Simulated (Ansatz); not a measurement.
# H5NOSi: the cost of one run

Computed with Ansatz 0.2.0, Gaussian basis. Level: PBE0-D4/def2-TZVP structures, single points in def2-TZVPP, no counterpoise correction.

Levels: SPW92, PBE-D4, BLYP-D4, r2SCAN-D4, B97M-V, PBE0-D4, B3LYP-D4, r2SCAN0-D4, BHLYP-D4, CAM-B3LYP-D4, wB97X-V, wB97M-V, B2PLYP, PBE-QIDH, RPA on PBE, Hartree-Fock, MP2, CCSD, CCSD(T).

Correlated methods freeze the cores. B3LYP uses VWN-RPA correlation. B2PLYP carries no dispersion term here.

94 further runs of the same task are left out: 94 set aside as unsound or not needed.

### Step 1. The starting structure

The complex: 11 atoms, charge 0, spin multiplicity 1.

Atoms are counted from 1 here; the program's logs count them from 0.

Bond lengths: Si1–O2 1.657 Å, Si1–H3 1.485 Å, Si1–H4 1.478 Å, Si1–N5 1.702 Å, O2–H8 0.959 Å, N5–H9 1.005 Å, N5–H10 1.005 Å, H6–S7 1.348 Å, S7–H11 1.341 Å. Angles: O2–Si1–H3 110.1°, O2–Si1–H4 102.0°, O2–Si1–N5 115.8°, H3–Si1–H4 113.2°, H3–Si1–N5 105.1°, H4–Si1–N5 110.9°, Si1–O2–H8 117.6°, Si1–N5–H9 122.6°, Si1–N5–H10 123.9°, H9–N5–H10 112.7°, H6–S7–H11 92.6°.

Coordinates:

```mol
H7NOSSi
  3D, bonds by distance, orders not assigned

 11  9  0  0  0  0  0  0  0  0999 V2000
    0.0987   -1.0098   -0.4950 Si  0  0
    0.6948    0.4769   -0.0706 O   0  0
    0.9142   -1.5913   -1.5920 H   0  0
   -1.2828   -0.6811   -0.9061 H   0  0
    0.1013   -2.1881    0.7331 N   0  0
   -0.2483    2.3744   -0.3632 H   0  0
   -0.8040    3.5890   -0.5417 S   0  0
    1.6037    0.5213    0.2313 H   0  0
    0.8008   -2.9069    0.7918 H   0  0
   -0.4819   -2.1475    1.5512 H   0  0
   -1.3964    3.5632    0.6612 H   0  0
  1  2  8  0
  1  3  8  0
  1  4  8  0
  1  5  8  0
  2  8  8  0
  5  9  8  0
  5 10  8  0
  6  7  8  0
  7 11  8  0
M  END
```

Its parts: H5NOSi holds atoms 1, 2, 3, 4, 5, 8, 9, 10; H2S holds atoms 6, 7, 11. Each part counts its atoms afresh in its own runs.

### Step 2. Relaxing H5NOSi alone

The input, relax-a/in.yaml:

```yaml
crystal:
  periodic: [false, false, false]
  atoms:
    - {symbol: Si, position_ang: [0.098687, -1.009761, -0.495046]}
    - {symbol: O, position_ang: [0.694758, 0.476890, -0.070596]}
    - {symbol: H, position_ang: [0.914194, -1.591328, -1.592010]}
    - {symbol: H, position_ang: [-1.282755, -0.681133, -0.906108]}
    - {symbol: N, position_ang: [0.101250, -2.188092, 0.733138]}
    - {symbol: H, position_ang: [1.603689, 0.521288, 0.231260]}
    - {symbol: H, position_ang: [0.800825, -2.906894, 0.791806]}
    - {symbol: H, position_ang: [-0.481911, -2.147511, 1.551173]}
basis:
  gaussian: {orbitals: def2-TZVP}
hamiltonian: {xc: pbe0, dispersion: d4}
relax: {f_tol: 0.005, max_steps: 200}
```

The run is started by

```
ansatz run in.yaml --threads 4 --pin off --events-out ev --progress --plain --max-ram 9574MiB
```

**Question.** How long does this run take on 4 threads of Intel Xeon Platinum 8259CL at 2.50GHz, shared host?

About 9 s.
